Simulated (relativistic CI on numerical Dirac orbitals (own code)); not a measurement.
**Hf¹⁷⁺: how the levels respond to the fine-structure constant and the nuclear radius**

Aim: the factor q = dE/dx of each excitation energy, x = (α/α0)² − 1, by finite differences, and the field-shift factor by the mean square nuclear radius, for the lowest 30 levels.

The numbers are computed with relativistic CI on numerical Dirac orbitals (own code) version 2 (Dirac-Coulomb-Breit CI, KLI orbitals optimised for each configuration, derivatives by finite differences), except any that are marked as measured or tabulated.

### Step 1. What is computed

| Item | Value |
| --- | --- |
| ion | Hf¹⁷⁺ (Hf XVIII) |
| nuclear charge | 72 |
| electrons | 55 |
| isotope | A = 180 |
| first configuration | [Kr] 4d10 4f9 |

The outer shells:

[Kr] 4d10 4f9
```
[Kr] core
4d [↑↓][↑↓][↑↓][↑↓][↑↓]
4f [↑↓][↑↓][↑ ][↑ ][↑ ][↑ ][↑ ]
```

### Step 2. The run

Input settings:

```ini
atom Hf  Z=72  charge=17  electrons=55
nucleus A=180  rms_radius_fm=5.3470
hamiltonian dirac-coulomb  breit=on  qed=off  c_scale=1
orbitals kli  potential=per-configuration
slater_scale 1
correlation none
mixing on
configurations
  [Kr] 4d10 4f9
  [Ar] 3d10 4s 4p6 4d10 4f10
  [Ar] 3d10 4p6 4d10 4f11
end
derivatives alpha2 +-0.01 radius +-1%
```

The program writes no log. Results of the run, from its result record (rounded, main fields):

```text
{
  "status": "converged",
  "levels [i, E_cm, J2, conf, term, w_term]": [
    [0, 0, 15, "4s2 4f9", "6H*", 0.887],
    [1, 9457.3016, 13, "4s2 4f9", "6H*", 0.9357],
    [2, 14722.701, 11, "4s2 4f9", "6H*", 0.758],
    [3, 18266.786, 11, "4s2 4f9", "6F*", 0.8037],
    [4, 18915.035, 9, "4s2 4f9", "6H*", 0.5082],
    [5, 20385.64, 9, "4s2 4f9", "6F*", 0.5089],
    [6, 23066.22, 7, "4s2 4f9", "6H*", 0.8459],
    [7, 25702.446, 7, "4s2 4f9", "6F*", 0.8373],
    [8, 25745.457, 5, "4s2 4f9", "6H*", 0.8554],
    [9, 29413.691, 5, "4s2 4f9", "6F*", 0.8665],
    [10, 30552.122, 3, "4s2 4f9", "6F*", 0.7798],
    [11, 32296.785, 1, "4s2 4f9", "6F*", 0.8217],
    [12, 38011.359, 15, "4s2 4f9", "4I*", 0.3654],
    [13, 40976.875, 9, "4s2 4f9", "4F*", 0.484],
    [14, 44125.103, 21, "4s2 4f9", "4M*", 0.8902],
    [15, 44930.717, 11, "4s2 4f9", "4G*", 0.8044],
    [16, 45482.055, 17, "4s2 4f9", "4K*", 0.4576],
    [17, 46880.85, 19, "4s2 4f9", "4M*", 0.4978],
    [18, 48468.628, 13, "4s2 4f9", "4I*", 0.5739],
    [19, 51337.244, 7, "4s2 4f9", "4F*", 0.456],
    [20, 52029.458, 3, "4s2 4f9", "2P*", 0.2803],
    [21, 53536.803, 15, "4s2 4f9", "4M*", 0.4626],
    [22, 53860.433, 11, "4s2 4f9", "4I*", 0.6739],
    [23, 56426.741, 5, "4s2 4f9", "4P*", 0.3461],
    [24, 57199.329, 17, "4s2 4f9", "4M*", 0.6004],
    [25, 57843.675, 9, "4s2 4f9", "4I*", 0.7644],
    [26, 58884.572, 15, "4s2 4f9", "4K*", 0.5384],
    [27, 59184.847, 19, "4s2 4f9", "4M*", 0.4718],
    [28, 59726.167, 9, "4s2 4f9", "4G*", 0.3348],
    [29, 60788.591, 5, "4s2 4f9", "4D*", 0.3864]
  ],
  "sensitivity [i, q_alpha_cm, field_shift_GHz_per_fm2]": [
    [0, 0, 0],
    [1, 1.044e+04, 0.4842],
    [2, 1.091e+04, 0.5477],
    [3, 9434, 0.5258],
    [4, 8704, 0.5001],
    [5, 1.148e+04, 0.6208],
    [6, 1.918e+04, 0.9366],
    [7, 1.266e+04, 0.7149],
    [8, 2.157e+04, 1.051],
    [9, 1.601e+04, 0.8764],
    [10, 1.287e+04, 0.7657],
    [11, 1.658e+04, 0.9236],
    [12, -2342, 0.2682],
    [13, 1.031e+04, 0.7686],
    [14, 5264, 0.6447],
    [15, 7632, 0.7043],
    [16, 2372, 0.5316],
    [17, 5076, 0.6562],
    [18, 9217, 0.8078],
    [19, 1.303e+04, 0.968],
    [20, 1454, 0.5331],
    [21, 1.375e+04, 1.034],
    [22, 1.211e+04, 0.9665],
    [23, 4395, 0.6877],
    [24, 1.722e+04, 1.212],
    [25, 1.42e+04, 1.082],
    [26, 1.195e+04, 1.021],
    [27, 1.622e+04, 1.2],
    [28, 1.359e+04, 1.076],
    [29, 1.256e+04, 1.04]
  ],
  "n_levels_all": 30,
  "configurations [conf, odd, states]": [
    ["4s2 4f9", 1, 2002],
    ["4s 4f10", 0, 2002],
    ["4f11", 1, 364]
  ]
}
```

Wall time 0.89 s (1 thread, shared host).

The relative sensitivity K = 2q/E of the transition from the lowest level:

| level | energy (cm⁻¹) | q (cm⁻¹) | K | field shift (GHz/fm²) |
| --- | --- | --- | --- | --- |
| 4f9 6H°13/2 | 9457.3 | 10440 | 2.209 | 0.484 |
| 4f9 6H°11/2 | 14722.7 | 10910 | 1.482 | 0.548 |
| 4f9 6F°11/2 | 18266.8 | 9434 | 1.033 | 0.526 |
| 4f9 6H°9/2 | 18915.0 | 8704 | 0.920 | 0.5 |
| 4f9 6F°9/2 | 20386 | 11480 | 1.126 | 0.621 |
| 4f9 6H°7/2 | 23066 | 19180 | 1.663 | 0.937 |
| 4f9 6F°7/2 | 25702 | 12660 | 0.985 | 0.715 |
| 4f9 6H°5/2 | 25745 | 21570 | 1.676 | 1.05 |
| 4f9 6F°5/2 | 29414 | 16010 | 1.089 | 0.876 |
| 4f9 6F°3/2 | 30552 | 12870 | 0.842 | 0.766 |
| 4f9 6F°1/2 | 32297 | 16580 | 1.027 | 0.924 |
| 4f9 4I°15/2 + 2K° | 38011 | -2342 | -0.123 | 0.268 |
| 4f9 4F°9/2 + 6F° | 40977 | 10310 | 0.503 | 0.769 |
| 4f9 4M°21/2 | 44125 | 5264 | 0.239 | 0.645 |
| 4f9 4G°11/2 | 44931 | 7632 | 0.340 | 0.704 |
| 4f9 [4f5/2^5 4f7/2^4] J=17/2° | 45482 | 2372 | 0.104 | 0.532 |
| 4f9 [4f5/2^5 4f7/2^4] J=19/2° | 46881 | 5076 | 0.217 | 0.656 |

### Step 3. What came out

| quantity | value |
| --- | --- |
| lowest level | 4f9 6H°15/2 |
| largest q in size, lowest 30 levels | 21570 cm⁻¹ (4f9 6H°5/2) |
| largest K in size within the lowest configuration | 2.21 (4f9 6H°13/2) |
| largest field-shift factor among them | 1.21 GHz/fm² (4f9 [4f5/2^4 4f7/2^5] J=17/2°) |

In words: Among these levels the largest q belongs to 4f9 6H°5/2, within the lowest configuration. The fine-structure partner 6H°13/2 has K = 2.21, close to the 2 of an interval that scales as α². K = 2q/E, the relative sensitivity of a level, hangs on the computed energy: between configurations that lie close it can be off by a factor of several.
